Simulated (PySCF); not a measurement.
**AlCl₄⁻: structure of the singlet**

Where does singlet AlCl₄⁻ go from a square planar start, is the end point a minimum, and what are its modes, charges and moments?

Method: B3LYP, basis Al def2-SVPD, Cl def2-SVPD, no relativity, density fitting; program: PySCF 2.14.0.

## 1. The starting structure

5 atoms, charge -1, spin multiplicity 1.

Bond lengths: Al1–Cl2 2.250 Å, Al1–Cl3 2.250 Å, Al1–Cl4 2.250 Å, Al1–Cl5 2.250 Å. Angles: Cl2–Al1–Cl3 90.0°, Cl2–Al1–Cl4 180.0°, Cl2–Al1–Cl5 90.0°, Cl3–Al1–Cl4 90.0°, Cl3–Al1–Cl5 180.0°, Cl4–Al1–Cl5 90.0°.

```xyz
5
charge -1 multiplicity 1
Al    0.0000    0.0000    0.0000
Cl    2.2500    0.0000    0.0000
Cl    0.0000    2.2500    0.0000
Cl   -2.2500    0.0000    0.0000
Cl    0.0000   -2.2500    0.0000
```

## 2. Relaxation: square planar start, singlet

One driver script runs all steps and calls PySCF; scf.py shows how it sets up the SCF of each step. The optimiser is the driver's own. Before each start the driver seeks the lowest SCF state from one or more starting densities and follows internal instabilities, so scf.py alone need not reach the same state.

The program finds D4h symmetry in the start, which this walk keeps. The walk stops when the largest gradient is under 0.0003 Eh/bohr and the energy has settled too.

scf.py reads:

```python
from pyscf import gto, scf, dft
mol = gto.M(atom='''
Al    -0.000000     0.000000    -0.000000
Cl     2.250000     0.000000    -0.000000
Cl    -0.000000     2.250000     0.000000
Cl    -2.250000    -0.000000     0.000000
Cl     0.000000    -2.250000    -0.000000''',
    basis={'Al': 'def2-SVPD', 'Cl': 'def2-SVPD'},
    charge=-1, spin=0)
mf = dft.RKS(mol, xc='B3LYP')
mf.grids.atom_grid = (50, 194)
aux = {'Al': 'def2-universal-JKFIT', 'Cl': 'def2-universal-JKFIT'}
mf = mf.density_fit(auxbasis=aux)
mf.kernel()
```

The runs that follow: Hessian and properties; Following the imaginary mode; Hessian and properties.

Before running it: what results should come out? Wanted: minimum; geometry; wavenumbers; dipole moment; highest occupied, lowest empty level; polar-tensor charge of Al1; zero-point energy.

**Answer**, as computed:

| quantity | value |
| --- | --- |
| minimum | singlet, Td |
| geometry | Al–Cl 2.186 Å (×4); Cl–Al–Cl 109.5° (×6) |
| wavenumbers (cm⁻¹) | 110 (e), 169 (t2), 328 (a1), 481 (t2) |
| dipole moment (centre of mass) | 0.00 D |
| highest occupied, lowest empty level | -4.28, 2.98 eV |
| polar-tensor charge of Al1 | +1.78 e |
| zero-point energy | 14.9 kJ/mol |
| entropy at 298.15 K | 348.9 J/(mol K) |

What this shows: The square planar start (D4h) ends in a minimum of Td symmetry, after a stop at a saddle point 171.1 kJ/mol higher, from which it was pushed off along an imaginary mode. The strongest infrared band lies at 481 cm⁻¹ (t2). Only this shape and spin were tried, so other structures or states may lie lower.
